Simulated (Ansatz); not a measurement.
# Cd: other elements on the same sites

An exercise on one series of results from a longer session: the logs are not shown, and one member is left open.

Computed with Ansatz 0.2.0 (DFT r2SCAN, scalar-relativistic, plane waves, PAW, unless a step's input says otherwise).

**The structure to begin with**

The structure is hexagonal, space group P6_3/mmc (No. 194). The conventional cell has a = 2.962 Å, b = 2.962 Å, c = 5.797 Å, α = 90.00°, β = 90.00°, γ = 120.00°. Cd (site symmetry -6m2) is surrounded by 12 Cd at 2.96 to 3.37 Å.

As a file:

```xyz
2
Lattice="2.9618 0.0000 0.0000 -1.4809 2.5650 0.0000 0.0000 0.0000 5.7970" Properties=species:S:1:pos:R:3 pbc="T T T"
Cd    0.0000    1.7100    1.4493
Cd    1.4809    0.8550    4.3478
```

This cell was relaxed beforehand with the same method: volume 22.02 Å³/atom, gap on the mesh none (metal).

Set-up of the first run:

The input, input.yaml:

```yaml
crystal:
  lattice:
    - [2.7923107142, 0.0, 0.0]
    - [-1.3961553571, 2.4182120137, 0.0]
    - [0.0, 0.0, 5.4653194104]
  atoms:
    - { symbol: Fe, position: [0.3333333333, 0.6666666667, 0.25], spin: 4.0 }
    - { symbol: Fe, position: [0.6666666667, 0.3333333333, 0.75], spin: 4.0 }
basis:
  ecutwfc: 500
kpoints:
  mp_grid: { grid: [6, 6, 4] }
hamiltonian:
  xc: r2scan
scf:
  occupations: { method: gaussian, width: 0.1 }
  lower_state_search: "off"
output:
  forces: true
  stress: true
  eigenvalues: true
  populations: true
magnetization:
  spin_polarized: true
```

On the command line:

```console
> ansatz run input.yaml --threads 1 --pin off --max-ram 2560MiB --backend cpu --events-out ev --progress --plain --runs-dir out
```

Among the steps run: Quick check of gap, pressure and forces (Fe); Rough relaxation on the coarse mesh (Fe); The relaxation (Fe).

One table of the session follows, with a row left open; its other results are not shown here.

Lengths are those of the vectors of the cell that was run:

| swap | volume (Å³/atom) | a (Å) | b (Å) | c (Å) | moment (μB/cell) |
| --- | --- | --- | --- | --- | --- |
| none | 22.02 | 2.962 | 2.962 | 5.797 | 0.00 |
| Cd → Ag | 17.33 | 2.904 | 2.904 | 4.747 | 0.00 |
| Cd → Pb | 31.01 | 3.495 | 3.495 | 5.861 | 0.00 |
| Cd → Sn | 27.00 | 3.321 | 3.321 | 5.655 | 0.00 |
| Cd → Sr | 57.09 | 4.303 | 4.303 | 7.121 | 0.00 |
| Cd → Co | ? | ? | ? | ? | ? |
| Cd → Fe | 12.26 | 2.541 | 2.541 | 4.384 | 5.64 |

Q: Estimate the row for Cd → Co from the others.

The run gave: volume (Å³/atom): 10.63; a (Å): 2.473; b (Å): 2.473; c (Å): 4.016; moment (μB/cell): 3.52. In the column «volume (Å³/atom)» it is the lowest.

Lengths are those of the computed cell. Rows of earlier swaps come from the sessions before.

Caveats from the session: Some of these crystals carry a moment and others none; one magnetic start was tried for each, so other orders may lie lower. Other magnetic orders or occupations could lie lower; they were not searched in full. Warnings in the runs' records: stability check not made.
